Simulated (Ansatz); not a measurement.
TiPd:

```
Pd Ti
1.0
     2.81471    0.00000    0.00000
     0.00000    2.81471    0.00000
     0.00000    0.00000    3.86576
Pd Ti
1 1
Direct
  0.50000 0.50000 0.50000
  0.00000 0.00000 0.00000
```

The cell comes from a database or a generator and needn't be the stable form of this composition.

```yaml
Program: Ansatz 0.2.0
Task: relaxation of cell and atoms
Functional: revPBE
Potentials_or_basis: Ansatz PAW
Cutoff: "420 eV (not typed: the program's choice for these potentials)"
k_mesh: 9 × 9 × 7
Occupations: fermi-dirac, width 0.05 eV
Spin: no spin polarisation
```

At the start: volume 15.31 Å³/atom.

Where does the relaxation end?

It ends after 7 steps and the volume is 15.91 Å³/atom (+3.9 %); space group P4/mmm (No. 123, to 0.05 Å).

Step by step:
```
step  energy change (eV)  largest force (eV/Å)  volume (Å³)
   1              0.0000                0.0000        30.63
   2             -0.0111                0.0000        32.69
   3             -0.0218                0.0000        31.88
   4             -0.0219                0.0000        31.82
   5             -0.0223                0.0000        31.82
   6             -0.0223                0.0000        31.82
   7             -0.0223                0.0000        31.82
```

Final structure:
```
Pd Ti
1.0
     2.86344    0.00000    0.00000
     0.00000    2.86344    0.00000
     0.00000    0.00000    3.88062
Pd Ti
1 1
Direct
  0.50000 0.50000 0.50000
  0.00000 0.00000 0.00000
```

Caveat: the plane-wave basis is chosen anew once the cell has moved, so the energies of steps on either side of that aren't comparable; the PAW data sets come from PBE, with cores solved anew for the run's functional, which leaves a small shift of forces and pressure.
